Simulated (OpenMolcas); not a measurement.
# Ca: CASSCF and CASPT2 terms and fine-structure levels

Which level of Ca lies lowest, and where do the others fall? The reference wave functions come first, then spin-orbit coupling, then second-order correlation under several settings.

Method: state-averaged CASSCF and CASPT2, spin-orbit coupling by RASSI with atomic mean-field integrals. Code: OpenMolcas 26.06.

## Step 1: What is computed

| Item | Value |
| --- | --- |
| Species | Ca (calcium, Z = 20, 20 electrons) |
| Basis | ANO-RCC-VQZP [7s6p3d2f1g], 63 functions |
| Scalar Hamiltonian | DKH2, point nucleus |
| Inactive shells | 1s 2s 2p 3s 3p |
| Active space | 2 electrons in 4 orbitals (4s 4p) |
| Some configurations of this space | 4p², 4s 4p, 4s² |
| Orbitals | optimised for each spin and parity, averaged over the low roots |

Outer shells as boxes (Hund's rule):

4p2
```
4p [↑ ][↑ ][  ]
```

4s 4p
```
4s [↑ ]
4p [↑ ][  ][  ]
```

4s2
```
4s [↑↓]
```

Each step is its own input file, run in one work folder so that later steps find the files of earlier ones. Labels, J, g values, rates, χT and fits are worked out afterwards by a script from the matrices that RASSI stores.

## Step 2: One- and two-electron integrals

a.inp reads:

```
&GATEWAY
Coord
1

Ca 0.0 0.0 0.0
Basis=ANO-RCC-VQZP
Group=XYZ
NoMove
AngMom=0.0 0.0 0.0
AMFI
&SEWARD
```

## Step 3: CASSCF: triplets of even parity, 3 roots

a.inp reads:

```
&RASSCF
FileOrb=start.orb
Symmetry=1
Spin=3
nActEl=2 0 0
Inactive=3 6
Ras2=1 3
CIRoot=3 3 1
SDav=3
CIMx=300
Iter=120 100
PrWF=0.3
OrbListing=Nothing
MaxOrb=0
Atom
>>> COPY $Project.JobIph JOB001
```

start.orb holds the contracted functions of the basis, ordered by shell, or the orbitals of the step before.

## Step 4: Reference wave functions, singlets of even parity, 6 roots

a.inp reads:

```
&RASSCF
FileOrb=start.orb
Symmetry=1
Spin=1
nActEl=2 0 0
Inactive=3 6
Ras2=1 3
CIRoot=6 6 1
SDav=7
CIMx=300
Iter=120 100
PrWF=0.3
OrbListing=Nothing
MaxOrb=0
Atom
>>> COPY $Project.JobIph JOB002
```

## Step 5: Reference wave functions, triplets of odd parity, 3 roots

a.inp reads:

```
&RASSCF
FileOrb=start.orb
Symmetry=2
Spin=3
nActEl=2 0 0
Inactive=3 6
Ras2=1 3
CIRoot=3 3 1
SDav=3
CIMx=300
Iter=120 100
PrWF=0.3
OrbListing=Nothing
MaxOrb=0
Atom
>>> COPY $Project.JobIph JOB003
```

## Step 6: CASSCF: singlets of odd parity, 3 roots

a.inp: that of step 5 with these lines changed.

```diff
@@ -3,3 +3,3 @@
 Symmetry=2
-Spin=3
+Spin=1
 nActEl=2 0 0
@@ -15,2 +15,2 @@
 Atom
->>> COPY $Project.JobIph JOB003
+>>> COPY $Project.JobIph JOB004
```

## Step 7: State interaction with spin-orbit coupling

a.inp reads:

```
&RASSI
NrOfJobIphs=4 3 6 3 3
1 2 3
1 2 3 4 5 6
1 2 3
1 2 3
IphNames
JOB001
JOB002
JOB003
JOB004
EJob
SpinOrbit
DIPRint=1.0
SOCoupling=1000.0
Subsets=2
MEES
Property=10
'ANGMOM' 1 'ANGMOM' 2 'ANGMOM' 3 'MLTPL  1' 1 'MLTPL  1' 2 'MLTPL  1' 3
'AMFI' 1 'AMFI' 2 'AMFI' 3 'MLTPL  2' 6
SOProperty=3
'ANGMOM' 1 'ANGMOM' 2 'ANGMOM' 3
```

## Step 8: CASPT2: IPEA 0.25, imaginary shift 0.1 (closed shells correlated: 3s 3p)

a.inp reads:

```
>>> COPY JOB001 $Project.JobIph
&CASPT2
Multistate=3 1 2 3
Frozen=2 3
IPEA=0.25
Imaginary=0.1
MaxIter=60
WThr=0.0 0.3 0.05
PrWF=0.5
NoMix
>>> COPY JOB002 $Project.JobIph
&CASPT2
Multistate=6 1 2 3 4 5 6
Frozen=2 3
IPEA=0.25
Imaginary=0.1
MaxIter=60
WThr=0.0 0.3 0.05
PrWF=0.5
NoMix
>>> COPY JOB003 $Project.JobIph
&CASPT2
Multistate=3 1 2 3
Frozen=2 3
IPEA=0.25
Imaginary=0.1
MaxIter=60
WThr=0.0 0.3 0.05
PrWF=0.5
NoMix
>>> COPY JOB004 $Project.JobIph
&CASPT2
Multistate=3 1 2 3
Frozen=2 3
IPEA=0.25
Imaginary=0.1
MaxIter=60
WThr=0.0 0.3 0.05
PrWF=0.5
NoMix
```

## Step 9: CASPT2: IPEA 0.25, imaginary shift 0.3 (closed shells correlated: 3s 3p)

a.inp: that of step 8 with these lines changed.

```diff
@@ -5,3 +5,3 @@
 IPEA=0.25
-Imaginary=0.1
+Imaginary=0.3
 MaxIter=60
@@ -15,3 +15,3 @@
 IPEA=0.25
-Imaginary=0.1
+Imaginary=0.3
 MaxIter=60
@@ -25,3 +25,3 @@
 IPEA=0.25
-Imaginary=0.1
+Imaginary=0.3
 MaxIter=60
@@ -35,3 +35,3 @@
 IPEA=0.25
-Imaginary=0.1
+Imaginary=0.3
 MaxIter=60
```

(Steps that only read results are left out.)

Before running it: what results should come out? Wanted: lowest level; first excited level; strongest of the lines computed, by gA, at SS-CASPT2 energies.

As calculated:

| quantity | value |
| --- | --- |
| method | SS-CASPT2, IPEA 0.25, imaginary shift 0.1 (closed shells correlated: 3s 3p) |
| lowest level | 4s² ¹S₀, 100 % of that term |
| ground level listed by NIST | 1S0 |
| first excited level | 4s 4p ³P°₀ at 14840 cm⁻¹ |
| strongest of the lines computed, by gA, at SS-CASPT2 energies | 4p² ³P₂ → 4s 4p ³P°₂, 390.9 nm, A = 3.12e+08 s⁻¹ |

What each method costs and misses:

| method | time of its own steps | time with the reference | mean absolute difference from the measured levels (cm-1) |
| --- | --- | --- | --- |
| A. CASSCF | 19 s | 19 s | 1400 |
| B. SS-CASPT2, IPEA 0.25, imaginary shift 0.1, +3s 3p | 3.7 s | 23 s | 1400 |
| C. SS-CASPT2, IPEA 0.25, imaginary shift 0.3, +3s 3p | 3.7 s | 23 s | 1400 |

Times are of one thread on a shared host.

In words: Method A lies closest to the measured levels (1400 cm⁻¹ on average, level with B, level with C) and C farthest (1400). Only the configurations of the active space and the roots asked for are present. Not all states of the active space went into the spin-orbit step. No d shell is active. Only valence configurations of the active space appear, up to the ionisation limit; * or ° marks odd parity.
